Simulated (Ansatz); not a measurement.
# C₂H₁₂ClGeNSi₂: basis-set convergence

The task here is to estimate one member of a computed series from the others.

Program: Ansatz 0.2.0, Gaussian basis. Level of theory: one geometry, several basis sets. These are calculated values, not measurements.

Plan: PBE0-D4/def2-SVP; ωB97M-V/def2-SVP; PBE0-D4/def2-QZVPP; ωB97M-V/def2-QZVPP; the functionals' def2-TZVPP values are taken from earlier runs.

**The geometry**

The geometry comes from an earlier relaxation with PBE0-D4 in a triple-zeta def2 set; it is a stationary point, not always the lowest conformer.

SMILES `C[SiH](C)[N]([GeH3])[SiH2]Cl`, 19 atoms, charge 0, spin multiplicity 1.

Atoms are counted from 1 here; the program's logs count them from 0.

Bond lengths: C1–Si2 1.865 Å, C1–H8 1.092 Å, C1–H9 1.094 Å, C1–H10 1.093 Å, Si2–C3 1.866 Å, Si2–N4 1.749 Å, Si2–H11 1.492 Å, C3–H12 1.093 Å, C3–H13 1.094 Å, C3–H14 1.093 Å, N4–Ge5 1.860 Å, N4–Si6 1.703 Å, Ge5–H15 1.537 Å, Ge5–H16 1.537 Å, Ge5–H17 1.536 Å, Si6–Cl7 2.070 Å, Si6–H18 1.483 Å, Si6–H19 1.479 Å. Angles: Si2–C1–H8 111.9°, Si2–C1–H9 109.2°, Si2–C1–H10 111.8°, H8–C1–H9 107.9°, H8–C1–H10 108.3°, H9–C1–H10 107.6°, C1–Si2–C3 110.6°, C1–Si2–N4 109.8°, C1–Si2–H11 109.6°, C3–Si2–N4 110.8°, C3–Si2–H11 108.8°, N4–Si2–H11 107.2°, Si2–C3–H12 110.3°, Si2–C3–H13 110.9°, Si2–C3–H14 111.5°, H12–C3–H13 108.3°, H12–C3–H14 108.0°, H13–C3–H14 107.7° and more.

Geometry (Å):

```
C    -1.77042   -1.45249   -0.34825
Si   -0.23707   -0.84889    0.52536
C     1.25998   -1.80852   -0.03876
N    -0.02397    0.86233    0.23200
Ge    1.21817    1.77801    1.27036
Si   -0.69872    1.67655   -1.10291
Cl    0.09650    1.01910   -2.89783
H    -2.66447   -0.92245   -0.01359
H    -1.91026   -2.51615   -0.13594
H    -1.68968   -1.34047   -1.43290
H    -0.39659   -1.02685    1.99821
H     1.40729   -1.68299   -1.11471
H     1.14041   -2.87533    0.16963
H     2.16703   -1.47018    0.46841
H     2.27531    2.41875    0.35677
H     0.49724    2.86416    2.08460
H     1.86203    0.74216    2.20371
H    -0.37555    3.12015   -0.99798
H    -2.15723    1.46312   -1.22618
```

Set-up of the first run:

in.yaml

```yaml
crystal:
  periodic: [false, false, false]
  atoms:
    - {symbol: C, position_ang: [-1.770416, -1.452493, -0.348254]}
    - {symbol: Si, position_ang: [-0.237072, -0.848891, 0.525360]}
    - {symbol: C, position_ang: [1.259975, -1.808521, -0.038762]}
    - {symbol: N, position_ang: [-0.023968, 0.862335, 0.232005]}
    - {symbol: Ge, position_ang: [1.218172, 1.778015, 1.270359]}
    - {symbol: Si, position_ang: [-0.698720, 1.676547, -1.102912]}
    - {symbol: Cl, position_ang: [0.096498, 1.019096, -2.897830]}
    - {symbol: H, position_ang: [-2.664467, -0.922449, -0.013587]}
    - {symbol: H, position_ang: [-1.910264, -2.516155, -0.135938]}
    - {symbol: H, position_ang: [-1.689675, -1.340470, -1.432904]}
    - {symbol: H, position_ang: [-0.396586, -1.026845, 1.998210]}
    - {symbol: H, position_ang: [1.407288, -1.682986, -1.114710]}
    - {symbol: H, position_ang: [1.140410, -2.875327, 0.169631]}
    - {symbol: H, position_ang: [2.167027, -1.470184, 0.468406]}
    - {symbol: H, position_ang: [2.275309, 2.418750, 0.356772]}
    - {symbol: H, position_ang: [0.497238, 2.864156, 2.084605]}
    - {symbol: H, position_ang: [1.862030, 0.742162, 2.203708]}
    - {symbol: H, position_ang: [-0.375553, 3.120146, -0.997981]}
    - {symbol: H, position_ang: [-2.157227, 1.463124, -1.226178]}
basis:
  gaussian: {orbitals: def2-SVP}
hamiltonian: {xc: pbe0, dispersion: d4}
output: {orbitals: {seedname: orbitals}}
```

Started as:

```sh
> ansatz run in.yaml --threads 4 --pin off --events-out ev --progress --plain --max-ram 66560MiB --backend cpu
```

Among the steps run: PBE0-D4 in def2-SVP; ωB97M-V in def2-SVP; PBE0-D4 in def2-QZVPP; ωB97M-V in def2-QZVPP.

One of the session's tables, all rows but one given; the rest of the session is left out.

| functional | basis | HOMO (eV) | LUMO (eV) |
| --- | --- | --- | --- |
| PBE0-D4 | def2-SVP | -7.47 | 0.33 |
| PBE0-D4 | def2-TZVPP | ? | ? |
| PBE0-D4 | def2-QZVPP | -7.57 | -0.09 |
| ωB97M-V | def2-SVP | -9.67 | 2.20 |
| ωB97M-V | def2-TZVPP | -9.79 | 1.85 |
| ωB97M-V | def2-QZVPP | -9.81 | 1.43 |

**Question.** Estimate the row for PBE0-D4, def2-TZVPP.

As computed: HOMO (eV): -7.56; LUMO (eV): 0.07. In the column «HOMO (eV)» it lies between PBE0-D4, def2-QZVPP (-7.57) and PBE0-D4, def2-SVP (-7.47).
